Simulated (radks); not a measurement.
**Excited configurations of As²⁵⁺**

Aim: excitation energies and quantum defects of the outer electron of As²⁵⁺, by total-energy differences.

Method: scalar-relativistic Kohn-Sham, LDA (Slater exchange, Perdew-Wang correlation), spin-polarised, spherical densities, finite nucleus; open shells are filled with parallel spins first. Code: radks (a radial shooting solver on a logarithmic mesh, Libxc functionals) version 1.

## Step 1: What is computed

- element: arsenic (Z = 33)
- charge: +25
- electrons: 8
- configuration: [He] 2s2 2p4
- nuclear rms radius: 4.0968 fm

The outer shells:

As²⁵⁺
```
[He] core
2s [↑↓]
2p [↑↓][↑ ][↑ ]
```

## Step 2: Ground configuration: [He] 2s2 2p4

The run's settings:

```text
Z 33
configuration [He] 2s2 2p4
relativity scalar-relativistic
functional lda,pw
spin polarised
nucleus finite rms 4.0968 fm
c 137.035999084
```

## Step 3: The ion: [He] 2s2 2p3

Settings, as their differences from step 2:

```diff
@@ -1,3 +1,3 @@
 Z 33
-configuration [He] 2s2 2p4
+configuration [He] 2s2 2p3
 relativity scalar-relativistic
```

## Step 4: Outer electron in 3d: [He] 2s2 2p3 3d1

Settings, as their differences from step 3:

```diff
@@ -1,3 +1,3 @@
 Z 33
-configuration [He] 2s2 2p3
+configuration [He] 2s2 2p3 3d1
 relativity scalar-relativistic
```

## Step 5: Outer electron in 5s: [He] 2s2 2p3 5s1

The run's settings:

```text
Z 33
configuration [He] 2s2 2p3 5s1
relativity scalar-relativistic
functional lda,pw
spin polarised
nucleus finite rms 4.0968 fm
c 137.035999084
```

## Step 6: Outer electron in 5d: [He] 2s2 2p3 5d1

The run's settings:

```text
Z 33
configuration [He] 2s2 2p3 5d1
relativity scalar-relativistic
functional lda,pw
spin polarised
nucleus finite rms 4.0968 fm
c 137.035999084
```

## Step 7: Outer electron in 6d: [He] 2s2 2p3 6d1

The run's settings:

```text
Z 33
configuration [He] 2s2 2p3 6d1
relativity scalar-relativistic
functional lda,pw
spin polarised
nucleus finite rms 4.0968 fm
c 137.035999084
```

## Step 8: Outer electron in 7d: [He] 2s2 2p3 7d1

The run's settings:

```text
Z 33
configuration [He] 2s2 2p3 7d1
relativity scalar-relativistic
functional lda,pw
spin polarised
nucleus finite rms 4.0968 fm
c 137.035999084
```

## Step 9: Outer electron in 7f: [He] 2s2 2p3 7f1

The run's settings:

```text
Z 33
configuration [He] 2s2 2p3 7f1
relativity scalar-relativistic
functional lda,pw
spin polarised
nucleus finite rms 4.0968 fm
c 137.035999084
```

Q: Predict the outcome of this session. Wanted: for each run, outer orbital; excitation; binding; n*; quantum defect; <r>.

**Answer**, as computed:

| outer orbital | excitation (eV) | binding (eV) | n* | quantum defect | <r> (bohr) |
| --- | --- | --- | --- | --- | --- |
| 3d | 1560.7 | 1058.2 | 2.948 | 0.052 | 0.3849 |
| 5s | 2222.2 | 396.68 | 4.815 | 0.185 | 1.340 |
| 5d | 2241.4 | 377.47 | 4.936 | 0.064 | 1.292 |
| 6d | 2357.5 | 261.39 | 5.932 | 0.068 | 1.918 |
| 7d | 2427.3 | 191.65 | 6.928 | 0.072 | 2.658 |
| 7f | 2429.4 | 189.50 | 6.967 | 0.033 | 2.573 |

In words: Binding is E(ion) − E, and n* = 26/√(2·binding) in atomic units. The Δ-SCF energy to the ion that was run is 2618.9 eV (NIST's first ionisation energy, to the ion's ground state: 2626 eV, semi-empirical). Mean quantum defects: d 0.06, s 0.18, f 0.03. At this charge relativity makes much of them. Self-interaction in the functional shifts them, so they are the method's values and not measured ones. Open shells are spherical and high-spin; term and fine-structure splittings are not resolved.
